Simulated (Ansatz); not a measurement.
**Si31H36 off sphere (Si31H36): structure and electronic state**

Aim: characterise Si31H36 off sphere (Si31H36) as a singlet: its structure, frontier levels and distribution of charge.

Computed with Ansatz 0.2.0, Gaussian basis. Level: RKS PBE0-D4/def2-SVP.

Plan: relaxation at PBE-D4/def2-SVP; a single point at PBE0-D4/def2-SVP.

## Step 1: Starting geometry

67 atoms, charge 0, spin multiplicity 1.

Atoms are counted from 1 here; the program's logs count them from 0.

Bond lengths: Si1–Si16 2.330 Å, Si1–Si18 2.328 Å, Si1–H32 1.472 Å, Si1–H33 1.466 Å, Si2–Si17 2.325 Å, Si2–Si19 2.323 Å, Si2–H34 1.471 Å, Si2–H35 1.466 Å, Si3–Si16 2.358 Å, Si3–Si21 2.331 Å, Si3–Si22 2.356 Å, Si3–H36 1.479 Å, Si4–Si20 2.348 Å, Si4–Si21 2.335 Å, Si4–Si23 2.344 Å, Si4–H37 1.479 Å, Si5–Si17 2.357 Å, Si5–Si24 2.328 Å and more. Angles: Si16–Si1–Si18 108.6°, Si16–Si1–H32 110.3°, Si16–Si1–H33 113.2°, Si18–Si1–H32 110.2°, Si18–Si1–H33 111.6°, H32–Si1–H33 102.8°, Si17–Si2–Si19 107.2°, Si17–Si2–H34 110.7°, Si17–Si2–H35 113.0°, Si19–Si2–H34 110.6°, Si19–Si2–H35 112.7°, H34–Si2–H35 102.6°, Si16–Si3–Si21 113.0°, Si16–Si3–Si22 106.0°, Si16–Si3–H36 108.3°, Si21–Si3–Si22 113.1°, Si21–Si3–H36 108.7°, Si22–Si3–H36 107.5° and more.

The start is a GFN2-xTB geometry.

## Step 2: Relaxation at PBE-D4/def2-SVP

Input file in.yaml:

```yaml
crystal:
  periodic: [false, false, false]
  atoms:
    - {symbol: Si, position_ang: [-4.185540, -1.353930, 1.775290]}
    - {symbol: Si, position_ang: [-4.246480, 1.594370, -1.347190]}
    - {symbol: Si, position_ang: [-1.422730, -3.979380, 1.571440]}
    - {symbol: Si, position_ang: [1.196580, -3.983880, -1.120820]}
    - {symbol: Si, position_ang: [-1.393260, 1.473430, -3.910090]}
    - {symbol: Si, position_ang: [1.219670, -1.163080, -3.878380]}
    - {symbol: Si, position_ang: [-1.538480, -1.224650, -1.138760]}
    - {symbol: Si, position_ang: [-1.590250, 1.560010, 1.563060]}
    - {symbol: Si, position_ang: [1.272220, -1.251100, 1.601630]}
    - {symbol: Si, position_ang: [1.275120, 1.570480, -1.107170]}
    - {symbol: Si, position_ang: [-1.411700, -1.137070, 4.319020]}
    - {symbol: Si, position_ang: [-1.606900, 4.232430, -1.243520]}
    - {symbol: Si, position_ang: [1.423460, 4.154720, 1.865670]}
    - {symbol: Si, position_ang: [4.031460, -1.187850, -1.128740]}
    - {symbol: Si, position_ang: [4.106430, 1.412540, 1.561080]}
    - {symbol: Si, position_ang: [-2.839760, -2.573630, 0.315950]}
    - {symbol: Si, position_ang: [-2.818920, 0.196350, -2.535100]}
    - {symbol: Si, position_ang: [-2.838140, 0.118690, 2.973110]}
    - {symbol: Si, position_ang: [-2.930360, 2.857690, 0.091250]}
    - {symbol: Si, position_ang: [-0.069240, -2.539380, -2.471550]}
    - {symbol: Si, position_ang: [-0.104220, -5.365820, 0.239750]}
    - {symbol: Si, position_ang: [-0.158860, -2.554840, 2.958110]}
    - {symbol: Si, position_ang: [2.592240, -2.565910, 0.118970]}
    - {symbol: Si, position_ang: [-0.072590, 0.156040, -5.303280]}
    - {symbol: Si, position_ang: [-0.162300, 2.876220, -2.468600]}
    - {symbol: Si, position_ang: [2.587750, 0.109020, -2.452560]}
    - {symbol: Si, position_ang: [-0.135570, 0.168340, 0.250410]}
    - {symbol: Si, position_ang: [-0.341400, 3.048750, 2.855710]}
    - {symbol: Si, position_ang: [2.786630, 0.002490, 2.858660]}
    - {symbol: Si, position_ang: [2.627030, 2.818580, 0.388550]}
    - {symbol: Si, position_ang: [5.460450, 0.133160, 0.161690]}
    - {symbol: H, position_ang: [-4.893250, -2.259480, 2.694700]}
    - {symbol: H, position_ang: [-5.283100, -0.655240, 1.100240]}
    - {symbol: H, position_ang: [-5.000730, 2.466490, -2.260930]}
    - {symbol: H, position_ang: [-5.310020, 0.867130, -0.648370]}
    - {symbol: H, position_ang: [-2.263870, -4.823130, 2.448420]}
    - {symbol: H, position_ang: [2.049910, -4.807650, -2.003970]}
    - {symbol: H, position_ang: [-2.243780, 2.346280, -4.749630]}
    - {symbol: H, position_ang: [2.106310, -2.040930, -4.672740]}
    - {symbol: H, position_ang: [-2.121580, -1.860330, 5.384360]}
    - {symbol: H, position_ang: [-0.509630, -0.240320, 5.053190]}
    - {symbol: H, position_ang: [-2.424210, 5.061970, -2.142060]}
    - {symbol: H, position_ang: [-0.883780, 5.229130, -0.444270]}
    - {symbol: H, position_ang: [0.899160, 5.339610, 1.170970]}
    - {symbol: H, position_ang: [2.339960, 4.732900, 2.861710]}
    - {symbol: H, position_ang: [4.822660, -2.053530, -2.029670]}
    - {symbol: H, position_ang: [4.966290, 2.248850, 2.427220]}
    - {symbol: H, position_ang: [-3.680370, -3.431670, -0.545380]}
    - {symbol: H, position_ang: [-3.598100, -0.698330, -3.415890]}
    - {symbol: H, position_ang: [-3.692890, 0.969460, 3.826770]}
    - {symbol: H, position_ang: [-3.804840, 3.698110, 0.934210]}
    - {symbol: H, position_ang: [-0.929610, -3.368780, -3.340960]}
    - {symbol: H, position_ang: [-0.923390, -6.304660, -0.543600]}
    - {symbol: H, position_ang: [0.730500, -6.265930, 1.052290]}
    - {symbol: H, position_ang: [0.713010, -3.414660, 3.787750]}
    - {symbol: H, position_ang: [3.440020, -3.423160, 0.975690]}
    - {symbol: H, position_ang: [-0.887200, -0.657020, -6.220040]}
    - {symbol: H, position_ang: [0.746550, 0.957900, -6.226310]}
    - {symbol: H, position_ang: [0.720740, 3.710330, -3.310220]}
    - {symbol: H, position_ang: [3.424870, 0.976830, -3.306950]}
    - {symbol: H, position_ang: [0.185650, 2.243260, 3.969470]}
    - {symbol: H, position_ang: [-1.258540, 3.986070, 3.519590]}
    - {symbol: H, position_ang: [2.035300, 0.766070, 3.864880]}
    - {symbol: H, position_ang: [3.614900, -0.906780, 3.663110]}
    - {symbol: H, position_ang: [3.448830, 3.696140, -0.475730]}
    - {symbol: H, position_ang: [6.434790, -0.674160, 0.913970]}
    - {symbol: H, position_ang: [6.317120, 0.986450, -0.675400]}
basis:
  gaussian: {orbitals: def2-SVP, fitting: {mean_field: def2-universal-jkfit}}
hamiltonian: {xc: pbe, dispersion: d4}
scf: {lower_state_search: "off"}
output: {orbitals: {seedname: orbitals}}
relax: {f_tol: 0.03, max_steps: 70}
```

Launch:

```console
ansatz run in.yaml --threads 4 --pin off --events-out ev --progress --plain --max-ram 46080MiB --backend cuda --devices 0, --max-vram 37GiB
```

What it wrote, cut to the lines that bear on the results:

```text
Functional definition: PBE
  name "PBE"
  cite "Perdew, Burke & Ernzerhof, Phys. Rev. Lett. 77, 3865 (1996) doi:10.1103/PhysRevLett.77.3865"
  parent pbe
[...]
4616 factors; integrals over basis functions are off by at most 3.0e-1 eV
[...]
mean field -244600.90280523 eV, -8988.9173816453 hartree, gradient 4.0e-6 eV, S^2 0.000000; 0 other end points of the search recorded, 0 dependent functions left out
[...]
reference -244600.90290471 eV, -8988.9173853014 hartree; 235, 235 occupied and 503, 503 virtual orbitals, 4616 factors
relax step   1: F+E_penalty+E_count = -244606.73746481 eV  Δ(F+E_penalty+E_count) = +0.000e0 eV  max|allowed force component| = 6.106e-1 eV/Å  Δτ_max = 0.0000 Å  (20 SCF iters, accepted)
[...]
relax step   4: F+E_penalty+E_count = -244607.72778803 eV  Δ(F+E_penalty+E_count) = -4.907e-3 eV  max|allowed force component| = 1.159e-2 eV/Å  Δτ_max = 0.0506 Å  (22 SCF iters, accepted)
[...]
relax step   5: F+E_penalty+E_count = -244607.72848514 eV  Δ(F+E_penalty+E_count) = -6.971e-4 eV  max|allowed force component| = 1.521e-2 eV/Å  Δτ_max = 0.0349 Å  (22 SCF iters, accepted)
Total energy: -244607.72858469 eV, -8989.1682244140 hartree
Atom 0 at    -4.173710    -1.364099     1.750722 Å, force    -0.007696     0.011041    -0.010797 eV/Å
Atom 1 at    -4.223928     1.578273    -1.335005 Å, force    -0.005715    -0.008349     0.015209 eV/Å
[...]
Atom 52 at    -0.966394    -6.208694    -0.604327 Å, force    -0.002657    -0.001148    -0.002800 eV/Å
Atom 53 at     0.788750    -6.175742     1.098688 Å, force     0.003266    -0.001307     0.002526 eV/Å
Atom 54 at     0.804524    -3.420718     3.790699 Å, force    -0.000545    -0.000392     0.000114 eV/Å
Atom 55 at     3.445644    -3.418624     1.094914 Å, force    -0.000300     0.000814    -0.001907 eV/Å
Atom 56 at    -0.942861    -0.702840    -6.143068 Å, force    -0.002731    -0.002878    -0.001217 eV/Å
Atom 57 at     0.811472     1.004020    -6.119572 Å, force     0.003343     0.002701    -0.001355 eV/Å
Atom 58 at     0.791310     3.733328    -3.345478 Å, force    -0.001070    -0.001182    -0.000129 eV/Å
Atom 59 at     3.437762     1.056268    -3.345453 Å, force     0.000061    -0.001645    -0.000267 eV/Å
Atom 60 at     0.216075     2.264276     4.098550 Å, force     0.004448     0.004572     0.001721 eV/Å
Atom 61 at    -1.320193     4.031276     3.438166 Å, force    -0.005874     0.005072     0.003313 eV/Å
Atom 62 at     2.009804     0.804494     3.970586 Å, force     0.004139    -0.002387    -0.005488 eV/Å
Atom 63 at     3.637771    -0.976504     3.606835 Å, force     0.005003    -0.003705     0.003330 eV/Å
Atom 64 at     3.468018     3.729172    -0.575887 Å, force     0.000289     0.000329     0.001120 eV/Å
Atom 65 at     6.298209    -0.750789     0.986193 Å, force     0.001698    -0.002745     0.003110 eV/Å
Atom 66 at     6.231841     0.994594    -0.727546 Å, force     0.001693     0.001430    -0.002696 eV/Å
Dipole moment:    -0.006641    -0.014183    -0.024455 e Å
Checks for a lower state left out: stability, starts, cluster_reference, orbital_swaps, neighbouring_geometries, increment
```

Wall time 24 s (1 × H100 (card shared with other runs) with 4 threads of AMD EPYC 7R13, shared host); peak host memory 1.4 GiB.

Relaxation path:

```tsv
step	energy from step 1 (eV)	largest force component (eV/Å)
1	0.0000	0.6106
2	-0.7907	0.4470
3	-0.9854	0.0436
4	-0.9903	0.0116
5	-0.9910	0.0152
```

The force was under the threshold of 0.03 eV/Å already at step 4, but the program went on to step 5.

Distances of close pairs at the start and the end, largest changes first:

```tsv
bond	before (Å)	after (Å)	change (Å)
Si7–Si27	2.416	2.348	-0.068
Si9–Si27	2.413	2.349	-0.064
Si10–Si27	2.408	2.344	-0.064
Si8–Si27	2.403	2.348	-0.056
Si13–Si28	2.306	2.362	+0.055
Si1–H33	1.466	1.506	+0.041
Si2–H35	1.466	1.506	+0.041
Si28–H62	1.470	1.510	+0.040
```

Bonds by kind at the end (by distance):

```tsv
bond	count	shortest (Å)	longest (Å)
Si–Si	44	2.344	2.362
H–Si	36	1.506	1.513
```

## Step 3: Single point, PBE0-D4/def2-SVP

start.molden holds the orbitals of an earlier run on this state, given as this run's starting guess.

Input file in.yaml:

```yaml
crystal:
  periodic: [false, false, false]
  atoms:
    - {symbol: Si, position_ang: [-4.173710, -1.364099, 1.750722]}
    - {symbol: Si, position_ang: [-4.223928, 1.578273, -1.335005]}
    - {symbol: Si, position_ang: [-1.448906, -3.934158, 1.586455]}
    - {symbol: Si, position_ang: [1.230622, -3.940868, -1.147738]}
    - {symbol: Si, position_ang: [-1.425168, 1.497851, -3.875839]}
    - {symbol: Si, position_ang: [1.240927, -1.206459, -3.846399]}
    - {symbol: Si, position_ang: [-1.475992, -1.189116, -1.112225]}
    - {symbol: Si, position_ang: [-1.532140, 1.519870, 1.536944]}
    - {symbol: Si, position_ang: [1.247516, -1.203380, 1.566893]}
    - {symbol: Si, position_ang: [1.241370, 1.525334, -1.106966]}
    - {symbol: Si, position_ang: [-1.388433, -1.137236, 4.303362]}
    - {symbol: Si, position_ang: [-1.571755, 4.222810, -1.230127]}
    - {symbol: Si, position_ang: [1.420456, 4.155108, 1.827630]}
    - {symbol: Si, position_ang: [3.969430, -1.222035, -1.167889]}
    - {symbol: Si, position_ang: [4.038840, 1.441534, 1.559211]}
    - {symbol: Si, position_ang: [-2.819509, -2.566112, 0.243827]}
    - {symbol: Si, position_ang: [-2.803209, 0.135956, -2.532615]}
    - {symbol: Si, position_ang: [-2.825826, 0.150961, 2.949237]}
    - {symbol: Si, position_ang: [-2.896426, 2.840202, 0.145014]}
    - {symbol: Si, position_ang: [-0.126207, -2.551213, -2.476956]}
    - {symbol: Si, position_ang: [-0.094943, -5.307983, 0.236424]}
    - {symbol: Si, position_ang: [-0.098131, -2.558318, 2.937682]}
    - {symbol: Si, position_ang: [2.589112, -2.561666, 0.189433]}
    - {symbol: Si, position_ang: [-0.074555, 0.147551, -5.248750]}
    - {symbol: Si, position_ang: [-0.106338, 2.872369, -2.485925]}
    - {symbol: Si, position_ang: [2.584826, 0.159285, -2.476366]}
    - {symbol: Si, position_ang: [-0.117944, 0.169436, 0.237788]}
    - {symbol: Si, position_ang: [-0.337775, 3.011897, 2.913339]}
    - {symbol: Si, position_ang: [2.740565, 0.018982, 2.911913]}
    - {symbol: Si, position_ang: [2.617976, 2.827120, 0.290164]}
    - {symbol: Si, position_ang: [5.382305, 0.113940, 0.155269]}
    - {symbol: H, position_ang: [-4.764437, -2.352927, 2.727705]}
    - {symbol: H, position_ang: [-5.312485, -0.658595, 1.061527]}
    - {symbol: H, position_ang: [-4.875241, 2.529100, -2.310258]}
    - {symbol: H, position_ang: [-5.314129, 0.829241, -0.614040]}
    - {symbol: H, position_ang: [-2.337106, -4.783491, 2.468010]}
    - {symbol: H, position_ang: [2.106134, -4.786036, -2.045025]}
    - {symbol: H, position_ang: [-2.313358, 2.384437, -4.720252]}
    - {symbol: H, position_ang: [2.143763, -2.101832, -4.665075]}
    - {symbol: H, position_ang: [-2.213091, -1.952652, 5.269765]}
    - {symbol: H, position_ang: [-0.471797, -0.244984, 5.102874]}
    - {symbol: H, position_ang: [-2.475702, 4.967946, -2.182444]}
    - {symbol: H, position_ang: [-0.814198, 5.239292, -0.415095]}
    - {symbol: H, position_ang: [0.865384, 5.375664, 1.141019]}
    - {symbol: H, position_ang: [2.395842, 4.627633, 2.879670]}
    - {symbol: H, position_ang: [4.777513, -2.111579, -2.085559]}
    - {symbol: H, position_ang: [4.908272, 2.320485, 2.430033]}
    - {symbol: H, position_ang: [-3.672430, -3.438519, -0.649142]}
    - {symbol: H, position_ang: [-3.607687, -0.784781, -3.422231]}
    - {symbol: H, position_ang: [-3.692148, 1.030692, 3.821947]}
    - {symbol: H, position_ang: [-3.774494, 3.698157, 1.027424]}
    - {symbol: H, position_ang: [-1.033368, -3.396591, -3.342647]}
    - {symbol: H, position_ang: [-0.966394, -6.208694, -0.604327]}
    - {symbol: H, position_ang: [0.788750, -6.175742, 1.098688]}
    - {symbol: H, position_ang: [0.804524, -3.420718, 3.790699]}
    - {symbol: H, position_ang: [3.445644, -3.418624, 1.094914]}
    - {symbol: H, position_ang: [-0.942861, -0.702840, -6.143068]}
    - {symbol: H, position_ang: [0.811472, 1.004020, -6.119572]}
    - {symbol: H, position_ang: [0.791310, 3.733328, -3.345478]}
    - {symbol: H, position_ang: [3.437762, 1.056268, -3.345453]}
    - {symbol: H, position_ang: [0.216075, 2.264276, 4.098550]}
    - {symbol: H, position_ang: [-1.320193, 4.031276, 3.438166]}
    - {symbol: H, position_ang: [2.009804, 0.804494, 3.970586]}
    - {symbol: H, position_ang: [3.637771, -0.976504, 3.606835]}
    - {symbol: H, position_ang: [3.468018, 3.729172, -0.575887]}
    - {symbol: H, position_ang: [6.298209, -0.750789, 0.986193]}
    - {symbol: H, position_ang: [6.231841, 0.994594, -0.727546]}
basis:
  gaussian: {orbitals: def2-SVP, fitting: {mean_field: def2-universal-jkfit}, initial_orbitals: start.molden}
hamiltonian: {xc: pbe0, dispersion: d4}
scf: {omitted_lower_state_checks: [starts]}
output: {forces: true, orbitals: {seedname: orbitals}}
```

The command is unchanged.

What it wrote, cut to the lines that bear on the results:

```text
Functional definition: PBE0
  name "PBE0"
  cite "Adamo & Barone, J. Chem. Phys. 110, 6158 (1999) doi:10.1063/1.478522"
  cite "Perdew, Burke & Ernzerhof, Phys. Rev. Lett. 77, 3865 (1996) doi:10.1103/PhysRevLett.77.3865"
  parent pbe
[...]
4616 factors; integrals over basis functions are off by at most 3.2e-1 eV
[...]
mean field -244627.14991291 eV, -8989.8819450618 hartree, gradient 1.3e-5 eV, S^2 0.000000; 0 other end points of the search recorded, 0 dependent functions left out
[...]
reference -244627.14998774 eV, -8989.8819478118 hartree; 235, 235 occupied and 503, 503 virtual orbitals, 4616 factors
Total energy: -244632.57608671 eV, -8990.0813532709 hartree
Atom 0 at    -4.173710    -1.364099     1.750722 Å, force    -0.126138    -0.005831     0.005804 eV/Å
Atom 1 at    -4.223928     1.578273    -1.335005 Å, force    -0.122861     0.003409    -0.000770 eV/Å
[...]
Atom 58 at     0.791310     3.733328    -3.345478 Å, force    -0.113792    -0.109172     0.108187 eV/Å
Atom 59 at     3.437762     1.056268    -3.345453 Å, force    -0.106131    -0.112635     0.107763 eV/Å
Atom 60 at     0.216075     2.264276     4.098550 Å, force    -0.065029     0.096916    -0.147137 eV/Å
Atom 61 at    -1.320193     4.031276     3.438166 Å, force     0.114634    -0.118850    -0.068036 eV/Å
Atom 62 at     2.009804     0.804494     3.970586 Å, force     0.095369    -0.097784    -0.144049 eV/Å
Atom 63 at     3.637771    -0.976504     3.606835 Å, force    -0.103382     0.117367    -0.088718 eV/Å
Atom 64 at     3.468018     3.729172    -0.575887 Å, force    -0.106037    -0.111956     0.109096 eV/Å
Atom 65 at     6.298209    -0.750789     0.986193 Å, force    -0.120304     0.101506    -0.097092 eV/Å
Atom 66 at     6.231841     0.994594    -0.727546 Å, force    -0.111551    -0.105728     0.103279 eV/Å
Dipole moment:    -0.006515    -0.018560    -0.030334 e Å
Checks for a lower state left out: starts
```

Wall time 9.5 s (1 × H100 (card shared with other runs) with 4 threads of AMD EPYC 7R13, shared host); peak host memory 4 GiB.

HOMO -7.08 eV, LUMO -1.73 eV.

Mulliken charges, from this run's orbitals:

Si1 0.10; Si2 0.11; Si3 -0.06; Si4 -0.04; Si5 -0.07; Si6 -0.04; Si7 -0.18; Si8 -0.22; Si9 -0.21; Si10 -0.18; Si11 0.13; Si12 0.11; Si13 0.08; Si14 -0.04; Si15 -0.09; Si16 0.00; Si17 0.00; Si18 -0.04; Si19 -0.04; Si20 0.02; Si21 0.14; Si22 -0.01; Si23 0.01; Si24 0.15; Si25 0.01; Si26 0.01; Si27 -0.08; Si28 0.12; Si29 0.15; Si30 0.00; Si31 0.14; H32 -0.01; H33 -0.01; H34 -0.01; H35 -0.01; H36 0.01; H37 0.01; H38 0.01; H39 0.01; H40 -0.01; H41 -0.01; H42 -0.01; H43 -0.01; H44 -0.01; H45 -0.01; H46 0.01; H47 0.01; H48 0.02; H49 0.02; H50 0.01; H51 0.02; H52 0.02; H53 -0.01; H54 -0.01; H55 0.01; H56 0.02; H57 -0.01; H58 -0.01; H59 0.02; H60 0.02; H61 -0.01; H62 -0.01; H63 -0.01; H64 -0.01; H65 0.02; H66 -0.01; H67 -0.01

Largest Mayer bond orders: Si28–H62 0.95; Si29–H64 0.95; Si30–H65 0.95; Si31–H67 0.95; Si11–H40 0.95; Si13–H44 0.95; Si13–H45 0.95; Si16–H48 0.95; Si21–H53 0.95; Si21–H54 0.95.

## Step 4: Summary of results

| quantity | value |
| --- | --- |
| point group | C1 |
| commonest bond, hydrogen aside | Si–Si, 44 of mean length 2.354 Å |
| HOMO, LUMO at PBE0-D4/def2-SVP | -7.08, -1.73 eV |
| dipole at PBE-D4/def2-SVP | 0.14 D |

In words: The molecule keeps its bonding pattern by the stored test; the atoms moved 0.09 Å (rms). No usable vibrations, so a minimum isn't proven. Whether this spin is the lowest isn't tested here. The point group is read from a loosely relaxed geometry; soft torsions can leave it below the true symmetry.
